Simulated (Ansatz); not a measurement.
# CH6AlInOS: basis-set convergence

The task here is to estimate one member of a computed series from the others.

Program: Ansatz 0.2.0, Gaussian basis. Level of theory: one geometry, several basis sets. These are calculated values, not measurements.

The runs, in order: PBE0-D4/def2-SVP; ωB97M-V/def2-SVP; PBE0-D4/def2-QZVPP; ωB97M-V/def2-QZVPP; the functionals' def2-TZVPP values are taken from earlier runs.

### Structure used throughout

All runs share one geometry, relaxed beforehand with PBE0-D4 in a triple-zeta def2 set. In takes the def2 core potential; no spin-orbit term is included.

SMILES `C[S][AlH][O][InH2]`, 11 atoms, charge 0, spin multiplicity 1.

Atoms are counted from 1 here; the program's logs count them from 0.

Bond lengths: C1–S2 1.822 Å, C1–H6 1.089 Å, C1–H7 1.089 Å, C1–H8 1.089 Å, S2–Al3 2.177 Å, Al3–O4 1.672 Å, Al3–H9 1.580 Å, O4–In5 1.976 Å, In5–H10 1.708 Å, In5–H11 1.708 Å. Angles: S2–C1–H6 111.1°, S2–C1–H7 108.8°, S2–C1–H8 109.0°, H6–C1–H7 109.3°, H6–C1–H8 109.4°, H7–C1–H8 109.2°, C1–S2–Al3 102.0°, S2–Al3–O4 120.0°, S2–Al3–H9 117.6°, O4–Al3–H9 122.5°, Al3–O4–In5 164.6°, O4–In5–H10 112.5°, O4–In5–H11 112.3°, H10–In5–H11 135.2°.

Set-up of the first run:

in.yaml reads:

```yaml
crystal:
  periodic: [false, false, false]
  atoms:
    - {symbol: C, position_ang: [-0.179797, 0.719195, 2.121524]}
    - {symbol: S, position_ang: [-0.408878, -1.088078, 2.167829]}
    - {symbol: Al, position_ang: [-0.194134, -1.626664, 0.069471]}
    - {symbol: O, position_ang: [0.101377, -0.440180, -1.070873]}
    - {symbol: In, position_ang: [0.403168, 0.554375, -2.751391]}
    - {symbol: H, position_ang: [0.028268, 1.062552, 1.109427]}
    - {symbol: H, position_ang: [0.653693, 0.984221, 2.771003]}
    - {symbol: H, position_ang: [-1.086096, 1.200386, 2.487498]}
    - {symbol: H, position_ang: [-0.323293, -3.154567, -0.310272]}
    - {symbol: H, position_ang: [-1.053717, 0.927519, -3.560988]}
    - {symbol: H, position_ang: [2.059398, 0.861252, -3.033238]}
basis:
  gaussian: {orbitals: def2-SVP}
hamiltonian: {xc: pbe0, dispersion: d4}
output: {orbitals: {seedname: orbitals}}
```

Launch:

```sh
$ ansatz run in.yaml --threads 4 --pin off --events-out ev --progress --plain --max-ram 10444MiB
```

Among the steps run: PBE0-D4 in def2-SVP; ωB97M-V in def2-SVP; PBE0-D4 in def2-QZVPP; ωB97M-V in def2-QZVPP.

One of the session's tables, all rows but one given; the rest of the session is left out.

It belongs to the step «Functionals by basis». 

| functional | basis | HOMO (eV) | LUMO (eV) |
| --- | --- | --- | --- |
| PBE0-D4 | def2-SVP | -6.64 | -1.67 |
| PBE0-D4 | def2-TZVPP | ? | ? |
| PBE0-D4 | def2-QZVPP | -6.78 | -1.73 |
| ωB97M-V | def2-SVP | -8.75 | -0.10 |
| ωB97M-V | def2-TZVPP | -8.92 | -0.31 |
| ωB97M-V | def2-QZVPP | -8.95 | -0.35 |

Estimate the missing values for PBE0-D4, def2-TZVPP.

The run gave: HOMO (eV): -6.76; LUMO (eV): -1.73. In the column «HOMO (eV)» it lies between PBE0-D4, def2-QZVPP (-6.78) and PBE0-D4, def2-SVP (-6.64).
